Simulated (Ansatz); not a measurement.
# Ti: response to strain

Ti is deformed so: equal xy, yz and zx engineering shear strains of -2 %. What stress and forces result, by LAPW, PAW and all-electron datasets made for the crystal?

Program: Ansatz 0.2.0. Level of theory: DFT PBEsol, scalar-relativistic. These are calculated values, not measurements.

**1. The system as given**

The structure is hexagonal, space group P6_3/mmc (No. 194). Conventional cell: a = 2.950 Å, b = 2.950 Å, c = 4.686 Å, α = 90.00°, β = 90.00°, γ = 120.00°. Around Ti (site symmetry -6m2) lie 12 Ti at 2.90 to 2.95 Å.

Coordinates:

```cif
data_structure
_symmetry_space_group_name_H-M 'P 1'
_symmetry_Int_Tables_number 1
_cell_length_a 2.9500
_cell_length_b 2.9500
_cell_length_c 4.6860
_cell_angle_alpha 90.000
_cell_angle_beta 90.000
_cell_angle_gamma 120.000
_cell_volume 35.32
loop_
_atom_site_label
_atom_site_type_symbol
_atom_site_fract_x
_atom_site_fract_y
_atom_site_fract_z
_atom_site_occupancy
Ti1 Ti 0.33333 0.66667 0.25000 1
Ti2 Ti 0.66667 0.33333 0.75000 1
```

Atoms are numbered in the order of the input: Ti1, Ti2.

**2. After the deformation**

Space group P6_3/mmc before, P-1 after.

**3. Full-potential LAPW**

input.yaml

```yaml
crystal:
  lattice:
    - [2.9499978604, -0.0294999786, -0.0294999786]
    - [-1.5005466611, 2.5695230775, -0.0107977416]
    - [-0.04686, -0.04686, 4.686]
  atoms:
    - { symbol: Ti, position: [0.3333333333, 0.6666666667, 0.25] }
    - { symbol: Ti, position: [0.6666666667, 0.3333333333, 0.75] }
kpoints:
  mp_grid: { grid: [13, 13, 7] }
  band_path:
    path:
      - [0.0, 0.0, 0.0]
      - [0.0, 0.0, 0.5]
      - [-0.5, 0.5, 0.0]
      - [0.0, 0.0, 0.0]
      - [0.0, -0.5, 0.0]
      - [-0.5, 0.0, 0.5]
      - [0.0, 0.0, 0.0]
      - [-0.5, 0.0, 0.0]
      - [0.0, -0.5, 0.5]
    npoints: 5
scf:
  occupations: { method: fermi_dirac, width: 0.08 }
hamiltonian:
  xc: pbesol
  pseudopotentials: { kind: all_electron, lapw: { basis_error: 0.0005 } }
output:
  forces: true
  stress: true
  eigenvalues: true
```

Command:

```
ansatz run input.yaml --threads 1 --pin off --max-ram 3072MiB --backend cpu --events-out ev --progress --plain --runs-dir out
```

**4. PAW on the default files**

input.yaml

```yaml
crystal:
  lattice:
    - [2.9499978604, -0.0294999786, -0.0294999786]
    - [-1.5005466611, 2.5695230775, -0.0107977416]
    - [-0.04686, -0.04686, 4.686]
  atoms:
    - { symbol: Ti, position: [0.3333333333, 0.6666666667, 0.25] }
    - { symbol: Ti, position: [0.6666666667, 0.3333333333, 0.75] }
kpoints:
  mp_grid: { grid: [13, 13, 7] }
scf:
  occupations: { method: fermi_dirac, width: 0.08 }
hamiltonian:
  xc: pbesol
  pseudopotentials: { kind: paw }
output:
  forces: true
  stress: true
  eigenvalues: true
  efg: { contact_densities: true }
  write_density: true
  write_potential: true
  elf: true
  volumetric_format: npy
```

**5. Datasets made for this crystal**

Changes to input.yaml since step 4:

```diff
@@ -14,3 +14,3 @@
   xc: pbesol
-  pseudopotentials: { kind: paw }
+  pseudopotentials: { kind: all_electron, datasets: crystal }
 output:
@@ -20,5 +20 @@
   efg: { contact_densities: true }
-  write_density: true
-  write_potential: true
-  elf: true
-  volumetric_format: npy
```

(Steps that only read results are left out.)

**Question.** What will these runs give? Wanted: pressure; largest shear or deviatoric stress.

**Answer**, as computed:

```
                                 quantity                                              value
                                 pressure  LAPW -5.78, PAW -5.77, crystal datasets -5.78 GPa
largest shear or deviatoric stress (LAPW)                                           1.23 GPa
```

The largest part of the stress beyond the pressure is 1.23 GPa in size, in the xy component; the atoms are carried along and not relaxed. No run of the undeformed cell stands beside it, so the pressure holds what the given cell had before the change. PAW: stress within 0.01 GPa of LAPW, forces within 1 meV/Å. Crystal datasets: stress within 0.01 GPa of LAPW, forces within 1 meV/Å.
